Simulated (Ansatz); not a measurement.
# C₂H₄ClFOSi: small, medium and large basis sets

One table from this session's results is given with a row withheld; the runs are named, their logs left out.

Program: Ansatz 0.2.0, Gaussian basis. Level of theory: one geometry, several basis sets. These are calculated values, not measurements.

The runs, in order: PBE0-D4/def2-SVP; ωB97M-V/def2-SVP; PBE0-D4/def2-QZVPP; ωB97M-V/def2-QZVPP; the functionals' def2-TZVPP values are taken from earlier runs.

### Structure used throughout

An earlier PBE0-D4 in a triple-zeta def2 set relaxation fixed the geometry.

SMILES `F[C@H](Cl)[Si@@H]1CO1`, 10 atoms, charge 0, spin multiplicity 1.

Atoms are counted from 1 here; the program's logs count them from 0.

Bond lengths: F1–C2 1.373 Å, C2–Cl3 1.770 Å, C2–Si4 1.901 Å, C2–H7 1.093 Å, Si4–C5 1.800 Å, Si4–O6 1.651 Å, Si4–H8 1.478 Å, C5–O6 1.479 Å, C5–H9 1.088 Å, C5–H10 1.087 Å. Angles: F1–C2–Cl3 109.8°, F1–C2–Si4 109.8°, F1–C2–H7 107.5°, Cl3–C2–Si4 110.7°, Cl3–C2–H7 106.3°, Si4–C2–H7 112.7°, C2–Si4–C5 121.7°, C2–Si4–O6 117.8°, C2–Si4–H8 110.3°, C5–Si4–O6 50.5°, C5–Si4–H8 125.0°, O6–Si4–H8 118.2°, Si4–C5–O6 59.5°, Si4–C5–H9 121.9°, Si4–C5–H10 121.4°, O6–C5–H9 112.8°, O6–C5–H10 112.6°, H9–C5–H10 114.2° and more.

The first run:

The input, in.yaml:

```yaml
crystal:
  periodic: [false, false, false]
  atoms:
    - {symbol: F, position_ang: [1.121778, -2.309552, 0.382152]}
    - {symbol: C, position_ang: [1.118832, -1.073303, -0.214502]}
    - {symbol: Cl, position_ang: [2.310160, -0.026876, 0.571139]}
    - {symbol: Si, position_ang: [-0.619299, -0.309599, -0.108196]}
    - {symbol: C, position_ang: [-0.863391, 1.465164, 0.063166]}
    - {symbol: O, position_ang: [-0.992520, 0.573179, 1.236396]}
    - {symbol: H, position_ang: [1.458841, -1.205804, -1.245186]}
    - {symbol: H, position_ang: [-1.629282, -1.257775, -0.622945]}
    - {symbol: H, position_ang: [-1.801157, 1.945665, -0.206410]}
    - {symbol: H, position_ang: [-0.020962, 2.147702, 0.147385]}
basis:
  gaussian: {orbitals: def2-SVP}
hamiltonian: {xc: pbe0, dispersion: d4}
output: {orbitals: {seedname: orbitals}}
```

Started as:

```
$ ansatz run in.yaml --threads 4 --pin off --events-out ev --progress --plain --max-ram 10444MiB
```

Among the steps run: PBE0-D4 in def2-SVP; ωB97M-V in def2-SVP; PBE0-D4 in def2-QZVPP; ωB97M-V in def2-QZVPP.

One of the session's tables, all rows but one given; the rest of the session is left out.

It belongs to the step «Functionals by basis». 

```
functional       basis  HOMO (eV)
   PBE0-D4    def2-SVP      -7.90
   PBE0-D4  def2-TZVPP      -7.95
   PBE0-D4  def2-QZVPP      -7.99
   ωB97M-V    def2-SVP     -10.13
   ωB97M-V  def2-TZVPP          ?
   ωB97M-V  def2-QZVPP     -10.24
```

**Question.** Estimate the row for ωB97M-V, def2-TZVPP.

As computed: HOMO (eV): -10.21. In the column «HOMO (eV)» it lies between ωB97M-V, def2-QZVPP (-10.24) and ωB97M-V, def2-SVP (-10.13).
